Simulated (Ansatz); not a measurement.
CrBr2:

```
CELL_PARAMETERS angstrom
3.74467 -1.83106 0.00000
3.74467 1.83106 0.00000
-0.72685 0.00000 6.46595
ATOMIC_POSITIONS crystal
Br 0.35423 0.35423 0.76677
Br 0.64577 0.64577 0.23323
Cr 0.00000 0.00000 0.00000
```

The cell is a database's computed one.

```yaml
Program: Ansatz 0.2.0
Task: relaxation of cell and atoms
Functional: revPBE
Potentials_or_basis: Ansatz PAW
Cutoff: "420 eV (not typed: the program's choice for these potentials)"
k_mesh: 8 × 8 × 4
Occupations: fermi-dirac, width 0.05 eV
Spin: collinear spin, ferromagnetic start
Starting_moments: "[0.0, 0.0, 3.0] μB"
```

At the start: volume 29.56 Å³/atom.

Task: Where does the relaxation end?

Result: It ends after 29 steps and the volume is 53.08 Å³/atom (+79.6 %); space group C2/m (No. 12, to 0.05 Å); moment 4.00 μB per cell.

The path:
```
step  energy change (eV)  largest force (eV/Å)  volume (Å³)
   1              0.0000                0.0340        88.67
   2             -0.0372                0.1402        97.17
   3             -0.0579                0.0513       102.47
   4             -0.0641                0.0208       105.83
   5             -0.0644                0.0043       106.22
   6             -0.0644                0.0035       106.27
   7             -0.0753                0.0038       106.27
   8             -0.0805                0.0068       109.94
   9             -0.0853                0.0360       118.18
  10             -0.0845                0.0383       121.82
  11             -0.0855                0.0015       120.94
  12             -0.0856                0.0034       120.95
  13             -0.0856                0.0025       120.98
  14             -0.0900                0.0023       120.98
  15             -0.0912                0.0332       125.45
  16             -0.0913                0.0733       134.71
  17             -0.0921                0.0132       134.67
  18             -0.0921                0.0021       134.85
  19             -0.0949                0.0020       134.85
  20             -0.0954                0.0009       136.76
  21             -0.0966                0.0070       143.22
  22             -0.0958                0.0126       149.86
  23             -0.0963                0.0002       148.72
  24             -0.0993                0.0002       148.72
  25             -0.0997                0.0048       149.77
  26             -0.1006                0.0273       154.49
  27             -0.1000                0.0430       160.27
  28             -0.1008                0.0057       159.25
  29             -0.1029                0.0058       159.25
```

Final structure:
```yaml
crystal:
  lattice:
    - [5.37058, -1.82465, -0.03641]
    - [5.37058, 1.82465, -0.03641]
    - [-1.10531, 0.00000, 8.13310]
  atoms:
    - { symbol: Br, position: [0.39936, 0.39936, 0.81321] }
    - { symbol: Br, position: [0.60064, 0.60064, 0.18679] }
    - { symbol: Cr, position: [0.00000, 0.00000, 0.00000] }
```

Caveat: the volume moved by over 15 % at a fixed basis, so the end points are rough; the plane-wave basis is chosen anew once the cell has moved, so the energies of steps on either side of that aren't comparable; this functional lacks dispersion, which binds the layers, so the pressure and a relaxed spacing across them are unreliable, and here the layers came unbound; the PAW data sets come from PBE, with cores solved anew for the run's functional, which leaves a small shift of forces and pressure.
